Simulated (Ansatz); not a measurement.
Write a Python script for Ansatz 0.2.0 through its Python package that makes a short molecular-dynamics run of CH5FOSi, SMILES OC[SiH2]F. Settings (for the species named): PBE, def2-SVP basis, multiplicity 1, D4 dispersion.

```xyz
9

O    -0.0445    1.4262   -1.0567
C    -0.3700    0.7439    0.1414
Si    0.3932   -0.9380    0.3623
F     0.0833   -1.8288   -0.8920
H    -0.3637    0.8979   -1.8321
H    -1.4544    0.6566    0.2074
H    -0.0331    1.3970    0.9736
H    -0.0343   -1.5732    1.6092
H     1.9121   -0.8279    0.4698
```

The script, `md.py`:
```python
"""A short Born-Oppenheimer trajectory of CH5FOSi."""

import ansatz as az
import numpy as np

geometry_ang = [
    ("O", [-0.0445, 1.4262, -1.0567]),
    ("C", [-0.37, 0.7439, 0.1414]),
    ("Si", [0.3932, -0.938, 0.3623]),
    ("F", [0.0833, -1.8288, -0.892]),
    ("H", [-0.3637, 0.8979, -1.8321]),
    ("H", [-1.4544, 0.6566, 0.2074]),
    ("H", [-0.0331, 1.397, 0.9736]),
    ("H", [-0.0343, -1.5732, 1.6092]),
    ("H", [1.9121, -0.8279, 0.4698]),
]
molecule = az.Crystal.molecule()
for symbol, xyz in geometry_ang:
    molecule = molecule.atom(symbol, xyz)

calc = (
    molecule.calculation()
    .basis(gaussian="def2-SVP")
    .functional("PBE", dispersion="d4")
)
symbols = [site.symbol for site in molecule.cartesian_sites]
start = np.array([site.position_ang for site in molecule.cartesian_sites], dtype=float)
r = calc.relax(force_tolerance=0.02).run().report
end = np.array(r["positions_ang"])
minimum = az.Crystal.molecule()
for symbol, place in zip(symbols, end):
    minimum = minimum.atom(symbol, place.tolist())

# dynamics from the relaxed geometry
calc = minimum.calculation()
calc = calc.basis(gaussian="def2-SVP").functional("PBE", dispersion="d4")
calc = calc.md("nve", timestep=0.5, steps=40, temperature=200, initial_velocities="maxwell_boltzmann", seed=12)
frames = []
done = calc.session().plan().execute(on_event=lambda e: frames.append(e["data"]) if e["event"] == "md_step" else None)
print("t (fs)   E_pot (eV)      E_kin (eV)   T (K)   d(0-1) (A)")
for f in frames[::3]:
    xyz = np.array(f["positions_ang"])
    print(f"{f['time_fs']:6.2f} {f['lagrangian_ev']:14.5f} {f['e_kin_ev']:10.5f} {f['temperature_k']:8.1f} {np.linalg.norm(xyz[0] - xyz[1]):9.4f}")
kept = np.array([f["conserved_ev"] for f in frames])
print(f"conserved energy moves by at most {1000 * np.ptp(kept):.3f} meV")
```

```console
$ python md.py
t (fs)   E_pot (eV)      E_kin (eV)   T (K)   d(0-1) (A)
  0.00   -13743.66753    0.18096    200.0    1.4272
  1.50   -13743.63106    0.14514    160.4    1.4197
  3.00   -13743.58724    0.10174    112.4    1.4137
  4.50   -13743.58824    0.10232    113.1    1.4100
  6.00   -13743.58569    0.09944    109.9    1.4086
  7.50   -13743.54539    0.05965     65.9    1.4086
  9.00   -13743.52839    0.04280     47.3    1.4093
 10.50   -13743.55091    0.06476     71.6    1.4107
 12.00   -13743.55270    0.06674     73.8    1.4134
 13.50   -13743.54661    0.06094     67.3    1.4177
 15.00   -13743.56762    0.08191     90.5    1.4232
 16.50   -13743.60929    0.12307    136.0    1.4293
 18.00   -13743.61226    0.12599    139.2    1.4349
 19.50   -13743.58150    0.09608    106.2    1.4392
conserved energy moves by at most 1.136 meV
```

What to keep in mind:
- Total energies depend on the basis set; only differences at equal settings carry meaning.
- The trajectory is only some femtoseconds long, so its temperature is not equilibrated; where the script doesn't relax first, it starts from a rough generated geometry.
- The temperature counts the internal degrees of freedom alone.
- Finished in 2 min on 1 thread of Arm Neoverse V1, with other jobs on the host, peak memory 0.22 GiB.
